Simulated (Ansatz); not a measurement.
## H: equation of state with PBE

Crystal: H.

```xyz
2
Lattice="-1.6915 1.6915 2.0585 1.6915 -1.6915 2.0585 1.6915 1.6915 -2.0585" Properties=species:S:1:pos:R:3 pbc="T T T"
H     0.0000    0.0000    0.3711
H     0.0000    0.0000    3.7459
```

| Property | Result |
| --- | --- |
| Program | Ansatz 0.2.0 |
| Task | equation of state |
| Functional | PBE |
| Potentials or basis | Ansatz PAW |
| Cutoff | 420 eV |
| Density cutoff | 1680 eV |
| k mesh | 11 × 11 × 11 |
| Occupations | fermi-dirac, width 0.05 eV |
| Spin | no spin polarisation |

```json
{"Equilibrium volume": "12.43 Å³/atom", "Bulk modulus at fixed shape and positions": "14.7 GPa", "Pressure derivative of the bulk modulus": "3.1"}
```

Energy against volume, from the lowest point:
```tsv
volume (Å³/atom)	energy (meV/atom)
11.073	7.89
11.309	5.23
11.544	3.17
11.780	1.66
12.015	0.64
12.251	0.10
12.487	0.00
```

All runs of the series together: 3.8 s on 2 threads of Arm Neoverse V2 (shared host).

Caveat: the cell was scaled at fixed shape and fractional positions, which overstates the stiffness of a crystal with free parameters, most of all of layers and chains.
